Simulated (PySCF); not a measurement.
**CH3AlF2 (SMILES [CH3][Al]([F])[F]): levels of theory compared**

Wanted: a comparison of 6 runs (HF/STO-3G, HF/3-21G, HF/6-31G*, HF/6-31+G*, HF/6-311+G**, HF/6-311++G(2d,2p)) of CH3AlF2. Input form: a Python script.

The calculation is run with PySCF 2.14.0.

## Step 1: The molecule

CH3AlF2: 7 atoms, total charge 0, spin state singlet. As SMILES, `[CH3][Al]([F])[F]`. Geometry: relaxed at PBE0-D4/def2-TZVP.

Bond lengths: C1–Al2 1.926 Å, Al2–F3 1.644 Å, Al2–F4 1.644 Å, C1–H5 1.091 Å, C1–H6 1.093 Å, C1–H7 1.093 Å. Angles: C1–Al2–F3 121.5°, C1–Al2–F4 122.4°, F3–Al2–F4 116.1°, Al2–C1–H5 111.8°, Al2–C1–H6 110.6°, Al2–C1–H7 110.6°, H5–C1–H6 108.4°, H5–C1–H7 108.4°, H6–C1–H7 106.8°.

## Step 2: The polarisability at HF/STO-3G (run 1)

run.py

```python
import numpy
from pyscf import gto
from pyscf.prop.polarizability import rhf

mol = gto.Mole()
mol.atom = '''
C       -0.253600       0.825900      -0.238700
Al       0.293100      -0.956200       0.245500
F        1.513200      -1.219500       1.315500
F       -0.423400      -2.297600      -0.378600
H       -1.075800       0.816000      -0.956100
H       -0.573400       1.384500       0.645100
H        0.581100       1.378900      -0.678200
'''
mol.charge = 0
mol.basis = 'sto-3g'
mol.verbose = 4
mol.max_memory = 1860
mol.build()

mf = mol.RHF()
mf.conv_tol = 1e-10
mf.kernel()
if not mf.converged:
    mf = mf.newton().run(mf.mo_coeff, mf.mo_occ)

e_tot = mf.e_tot
print('Final energy', e_tot)
pol = rhf.Polarizability(mf)
alpha = pol.polarizability()
print('isotropic polarizability %.4f bohr^3' % (numpy.trace(alpha) / 3))
alpha_w = pol.polarizability_with_freq(freq=0.0774)
beta = pol.hyper_polarizability()
```

Launch:

```
$ OMP_NUM_THREADS=1 python run.py
```

Log:

```text
PySCF version 2.14.0

[... 59 lines left out ...]
converged SCF energy = -474.346263193238
Final energy -474.3462631932385
[... 2 lines left out ...]
isotropic polarizability 13.6336 bohr^3
```

Wall time 1.2 s (1 thread of Intel Xeon Platinum 8488C (Sapphire Rapids), shared host); peak memory 0.12 GiB.

## Step 3: The polarisability at HF/3-21G (run 2)

input.py

```python
import numpy
from pyscf import gto
from pyscf.prop.polarizability import rhf

mol = gto.Mole()
mol.atom = '''
C   -0.253600   0.825900  -0.238700
Al   0.293100  -0.956200   0.245500
F    1.513200  -1.219500   1.315500
F   -0.423400  -2.297600  -0.378600
H   -1.075800   0.816000  -0.956100
H   -0.573400   1.384500   0.645100
H    0.581100   1.378900  -0.678200
'''
mol.basis = '3-21g'
mol.verbose = 4
mol.max_memory = 1860
mol.build()

mf = mol.RHF()
mf.conv_tol = 1e-10
mf.kernel()
if not mf.converged:
    mf = mf.newton().run(mf.mo_coeff, mf.mo_occ)

e_final = mf.e_tot
print('E(%s) = %.9f' % ('HF', e_final))
pol = rhf.Polarizability(mf)
alpha = pol.polarizability()
print('isotropic polarizability %.4f bohr^3' % (numpy.trace(alpha) / 3))
alpha_w = pol.polarizability_with_freq(freq=0.0774)
beta = pol.hyper_polarizability()
```

Launch:

```
$ OMP_NUM_THREADS=1 python input.py
```

Log:

```text
PySCF version 2.14.0

[... 61 lines left out ...]
converged SCF energy = -477.96825731236
[... 3 lines left out ...]
isotropic polarizability 21.7914 bohr^3
```

It took 3.3 s on 1 thread of Intel Xeon Platinum 8488C (Sapphire Rapids), shared host; peak memory 0.12 GiB.

## Step 4: The response to a field at HF/6-31G(d) (spherical functions) (run 3)

job.py

```python
import numpy
from pyscf import gto
from pyscf.prop.polarizability import rhf

system = gto.Mole()
system.atom = '''
C     -0.253600     0.825900    -0.238700
Al     0.293100    -0.956200     0.245500
F      1.513200    -1.219500     1.315500
F     -0.423400    -2.297600    -0.378600
H     -1.075800     0.816000    -0.956100
H     -0.573400     1.384500     0.645100
H      0.581100     1.378900    -0.678200
'''
system.spin = 0
system.basis = '6-31g*'
system.max_memory = 1860
system.verbose = 4
system.build()

hf = system.RHF()
hf.conv_tol = 1e-10
hf.kernel()
if not hf.converged:
    hf = hf.newton().run(hf.mo_coeff, hf.mo_occ)

etot = hf.e_tot
print(f'total energy: {etot:.8f} hartree')
pol = rhf.Polarizability(hf)
alpha = pol.polarizability()
print('isotropic polarizability %.4f bohr^3' % (numpy.trace(alpha) / 3))
alpha_w = pol.polarizability_with_freq(freq=0.0774)
beta = pol.hyper_polarizability()
```

Launch:

```
$ OMP_NUM_THREADS=1 python job.py
```

Log:

```text
PySCF version 2.14.0

[... 61 lines left out ...]
converged SCF energy = -480.556235258676
total energy: -480.55623526 hartree
[... 2 lines left out ...]
isotropic polarizability 24.7749 bohr^3
```

It took 9.6 s on 1 thread of Intel Xeon Platinum 8488C (Sapphire Rapids), shared host; peak memory 0.14 GiB.

Runs 4 to 5 aren't shown in full; the table further down has their settings and results.

## Step 5: The polarisability at HF/6-311++G(2d,2p) (run 6)

geometry.xyz

```xyz
7
CH3AlF2
C     -0.253600     0.825900    -0.238700
Al     0.293100    -0.956200     0.245500
F      1.513200    -1.219500     1.315500
F     -0.423400    -2.297600    -0.378600
H     -1.075800     0.816000    -0.956100
H     -0.573400     1.384500     0.645100
H      0.581100     1.378900    -0.678200
```

job.py

```python
import numpy
from pyscf import gto, scf
from pyscf.prop.polarizability import rhf

molecule = gto.Mole()
molecule.atom = 'geometry.xyz'
molecule.basis = '6-311++g(2d,2p)'
molecule.verbose = 3
molecule.spin = 0
molecule.max_memory = 1860
molecule.build()

mf = scf.RHF(molecule)
mf.conv_tol = 1e-10
mf.kernel()
if not mf.converged:
    mf = mf.newton().run(mf.mo_coeff, mf.mo_occ)

energy = mf.e_tot
print('E(%s) = %.9f' % ('HF', energy))
pol = rhf.Polarizability(mf)
alpha = pol.polarizability()
print('isotropic polarizability %.4f bohr^3' % (numpy.trace(alpha) / 3))
alpha_w = pol.polarizability_with_freq(freq=0.0774)
beta = pol.hyper_polarizability()
```

Launch:

```
$ OMP_NUM_THREADS=1 python job.py
```

Log:

```text
converged SCF energy = -480.666364184106
E(HF) = -480.666364184
isotropic polarizability 29.4298 bohr^3
```

It took 5.2 min on 1 thread of Intel Xeon Platinum 8488C (Sapphire Rapids), shared host; peak memory 0.55 GiB.

## Step 6: The series

```tsv
run	level	energy (Eh)	dipole moment (D)	HOMO energy (eV)	LUMO energy (eV)	wall time
1	HF/STO-3G	-474.346263	0.84	-9.12	9.70	1.2 s
2	HF/3-21G	-477.968257	2.43	-12.52	2.59	3.3 s
3	HF/6-31G* (spherical functions)	-480.556235	2.20	-12.49	2.51	9.6 s
4	HF/6-31+G* (spherical functions)	-480.571496	2.33	-12.66	0.96	21 s
5	HF/6-311+G**	-480.648440	2.46	-12.70	0.95	2.2 min
6	HF/6-311++G(2d,2p)	-480.666364	2.38	-12.64	0.76	5.2 min
```

## Step 7: Summary of results

```
                                   quantity          value
                        run 6: total energy  -480.66636 Eh
                       run 6: dipole moment         2.38 D
                         run 6: HOMO energy      -12.64 eV
                         run 6: LUMO energy        0.76 eV
                       run 6: HOMO–LUMO gap       13.40 eV
          run 6: mean static polarisability     29.4 bohr³
run 6: mean polarisability at ω = 0.0774 Eh     30.1 bohr³
```

In words: The dipole moment (its size) runs from 0.84 D (HF/STO-3G) to 2.46 D (HF/6-311+G**). The HOMO–LUMO gap runs from 13.40 eV (HF/6-311++G(2d,2p)) to 18.82 eV (HF/STO-3G). In run 1 the basis is minimal, so the values are rough. All runs together took 8 min, the longest 5.2 min.
